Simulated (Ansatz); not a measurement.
# RPA@PBE/STO-3G run of AlSiH5 (AlH2(SiH3))

What is the electronic atomisation energy of AlSiH5 (AlH2(SiH3)) at RPA@PBE/STO-3G? 

The results are computed with Ansatz 0.2.0.

58 further runs of the same task are left out: 2 that didn't finish, 56 set aside as unsound or not needed.

**1. The molecule**

AlSiH5: 7 atoms, total charge 0, spin state singlet. As SMILES, `[H][Al]([H])[SiH3]`. The shape comes from GFN2-xTB, which is rough for such elements, and wasn't checked as a minimum.

Bond lengths: Al1–Si4 2.421 Å, Al1–H2 1.567 Å, Al1–H3 1.566 Å, Si4–H5 1.482 Å, Si4–H6 1.482 Å, Si4–H7 1.482 Å. Angles: Al1–Si4–H5 114.1°, Al1–Si4–H6 113.8°, Al1–Si4–H7 116.0°, H2–Al1–Si4 125.8°, H3–Al1–Si4 126.2°, H5–Si4–H6 104.0°, H5–Si4–H7 103.8°, H6–Si4–H7 103.8°, H2–Al1–H3 107.9°.

**2. The energy at RPA@PBE/STO-3G**

File run.yaml:

```yaml
crystal:
  periodic: [false, false, false]
  atoms:
    - {symbol: Al, position_ang: [0.688040, 1.201700, 0.003860]}
    - {symbol: H, position_ang: [2.245410, 1.365000, 0.056470]}
    - {symbol: H, position_ang: [0.053380, 2.633190, -0.016580]}
    - {symbol: Si, position_ang: [-0.517390, -0.897790, -0.016750]}
    - {symbol: H, position_ang: [-1.851430, -0.836410, 0.625620]}
    - {symbol: H, position_ang: [0.177610, -1.992690, 0.701130]}
    - {symbol: H, position_ang: [-0.795620, -1.472990, -1.353750]}
basis:
  gaussian:
    orbitals: STO-3G
hamiltonian:
  xc: {name: PBE}
correlation:
  method: rpa
  frozen_orbitals: {Al: 5, H: 0, Si: 5}
accuracy: high
```

Command:

```bash
$ ansatz run run.yaml --threads 1 --pin off --max-ram 2610MiB --events-out events.jsonl --progress --plain --runs-dir runs
```

Output:

```text
Warning: RAYON_NUM_THREADS=1 ignored (pool sized by the plan → 1); use --threads N
Functional definition: PBE
  name "PBE"
  parameter kappa = 0.804
  parameter beta = 0.06672455060314922
  exchange = pbe_x(kappa = kappa, mu = beta*pi^2/3)
  correlation = pbe_c(beta = beta)
408 factors; integrals over basis functions are off by at most 7.1e-9 eV
mean field evaluation 1: about -14373.2596 eV, gradient 2.5e1 eV
mean field evaluation 2: about -14373.1864 eV, gradient 2.5e1 eV
mean field evaluation 4: about -14375.3904 eV, gradient 1.1e0 eV
mean field evaluation 8: about -14375.3948 eV, gradient 7.3e-3 eV
mean field evaluation 16: about -14375.3948 eV, gradient 3.6e-8 eV
mean field -14375.39478645 eV, -528.2860144094 hartree, gradient 3.6e-8 eV, S^2 0.000000; 0 other end points of the search recorded, 0 dependent functions left out
10 core orbitals not correlated: weight in the atoms' cores, before any rotation towards them, 0.999 or more for the frozen orbitals, at most 0.000 for the correlated occupied ones
reference -14353.59126280 eV, -527.4847496941 hartree; 6, 6 occupied and 7, 7 virtual orbitals, 408 factors
Total energy: -14358.34827595 eV, -527.6595667031 hartree
```

Run time: 2.3 s. Hardware: 1 thread of Arm Neoverse V1, shared host; peak memory 0.11 GiB.

**3. The Al atom, same level**

File run.yaml:

```yaml
crystal:
  periodic: [false, false, false]
  atoms:
    - {symbol: Al, position_ang: [0.000000, 0.000000, 0.000000]}
basis:
  gaussian:
    orbitals: STO-3G
accuracy: high
correlation:
  method: rpa
  frozen_orbitals: {Al: 5}
hamiltonian:
  xc: {name: PBE}
magnetization:
  spin_polarized: true
  initial_magnetization: 1
```

Command:

```bash
$ ansatz run run.yaml --threads 1 --pin off --max-ram 2610MiB --events-out events.jsonl --progress --plain --runs-dir runs
```

Output:

```text
Warning: RAYON_NUM_THREADS=1 ignored (pool sized by the plan → 1); use --threads N
Functional definition: PBE
  name "PBE"
  parameter kappa = 0.804
  parameter beta = 0.06672455060314922
  exchange = pbe_x(kappa = kappa, mu = beta*pi^2/3)
  correlation = pbe_c(beta = beta)
42 factors; integrals over basis functions are off by at most 1.7e-9 eV
mean field evaluation 1: about -6508.0321 eV, gradient 1.6e0 eV
mean field evaluation 2: about -6508.0315 eV, gradient 1.6e0 eV
mean field evaluation 4: about -6508.0394 eV, gradient 2.1e-3 eV
mean field evaluation 8: about -6508.0394 eV, gradient 2.4e-8 eV
mean field evaluation 16: about -6508.0394 eV, gradient 3.6e-4 eV
mean field -6508.03935735 eV, -239.1660350753 hartree, gradient 2.2e-8 eV, S^2 0.750001; 3 other end points of the search recorded, 0 dependent functions left out
5 core orbitals not correlated: weight in the atoms' cores, before any rotation towards them, 1.000 or more for the frozen orbitals, at most 0.000 for the correlated occupied ones
reference -6499.57892794 eV, -238.8551200289 hartree; 2, 1 occupied and 2, 3 virtual orbitals, 42 factors
Total energy: -6501.14444795 eV, -238.9126518282 hartree
```

Wall time 0.79 s (1 thread of Arm Neoverse V1, shared host).

**4. The H atom, same level**

File in.yaml:

```yaml
crystal:
  periodic: [false, false, false]
  atoms:
    - symbol: H
      position_ang: [0.000000, 0.000000, 0.000000]
basis:
  gaussian: {orbitals: STO-3G}
magnetization: {spin_polarized: true, initial_magnetization: 1}
hamiltonian: {xc: pbe}
correlation: {method: rpa, frozen_orbitals: {H: 0}}
accuracy: high
```

Run the same way, it converges to -0.46658 Eh (log not shown).

**5. The Si atom, same level**

File in.yaml:

```yaml
crystal:
  periodic: [false, false, false]
  atoms:
    - symbol: Si
      position_ang: [0.000000, 0.000000, 0.000000]
basis:
  gaussian:
    orbitals: STO-3G
magnetization:
  spin_polarized: true
  initial_magnetization: 2
hamiltonian:
  xc: pbe
correlation:
  method: rpa
  frozen_orbitals: {Si: 5}
accuracy: high
```

Run the same way, it converges to -285.51519 Eh (log not shown).

**6. Summary of results**

At RPA@PBE/STO-3G, 10 core orbitals frozen:

```
                                  quantity          value
                    molecule: total energy  -527.65957 Eh
molecule: RPA correlation energy (valence)     -174.8 mEh
                     Al atom: total energy  -238.91265 Eh
 Al atom: RPA correlation energy (valence)      -57.5 mEh
Al atom: ⟨S²⟩ of the reference determinant          0.750
                      H atom: total energy    -0.46658 Eh
            H atom: RPA correlation energy        0.0 mEh
 H atom: ⟨S²⟩ of the reference determinant          0.750
                     Si atom: total energy  -285.51519 Eh
 Si atom: RPA correlation energy (valence)      -51.1 mEh
Si atom: ⟨S²⟩ of the reference determinant          2.000
             electronic atomisation energy      24.458 eV
```

Taking the molecule apart into free atoms costs 24.46 eV (564 kcal/mol), before zero-point energy and without spin-orbit coupling. In a minimal basis such a difference can be off by several eV, whatever the method.
